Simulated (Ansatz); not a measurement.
Working through a single point in a Gaussian basis of CH2F2GeS, SMILES F[C]1(F)[S][GeH2]1

Program: Ansatz's Python interface.

Interactive session:
```pycon
>>> import ansatz as az
>>> from ase import Atoms
>>> atoms = Atoms(["F", "C", "F", "S", "Ge", "H", "H"], positions=[
...     (1.6031, -1.1671, 0.4108),
...     (0.2078, -0.8026, 0.3747),
...     (-0.5606, -1.1802, 1.4644),
...     (-0.5084, -1.119, -1.1783),
...     (-0.1731, 0.938, -0.2917),
...     (-1.4958, 1.603, 0.2213),
...     (0.9883, 1.6597, -1.0468),
... ])
>>> geometry = az.Crystal.molecule_from_ase(atoms)
>>> calculation = (
...     geometry.calculation()
...     .basis(gaussian="def2-SVP")
...     .functional("r2SCAN")
... )
>>> result = calculation.run(threads=1)
>>> data = result.report
>>> sorted(key for key in data if key.endswith("_ev"))
['free_energy_ev', 'reference_energy_ev']
>>> for key in ("converged", "free_energy_ev", "reference_energy_ev", "n_frozen", "n_occupied", "n_virtual"):
...     print(f"{key:22s} {data[key]}")
...
converged              True
free_energy_ev         -73836.38095829618
reference_energy_ev    -73836.38095829618
n_frozen               0
n_occupied             [37, 37]
n_virtual              [65, 65]
>>> state = data["mean_field"]["state"]
>>> print(f"mean field: {state['energy']['hartree']:.7f} Ha, <S^2> = {abs(state['spin_squared']):.4f}, stability: {state.get('stability', {}).get('kind')}")
mean field: -2713.4369521 Ha, <S^2> = 0.0000, stability: minimum
```

Caveats:
- Total energies depend on the basis set; only differences at equal settings carry meaning.
- The geometry is a force-field or estimated start, not a minimum of this method, and the basis set is short of its limit.
- It ran for 7.6 s on 1 thread of Arm Neoverse V2 (shared host), peak memory 0.23 GiB.
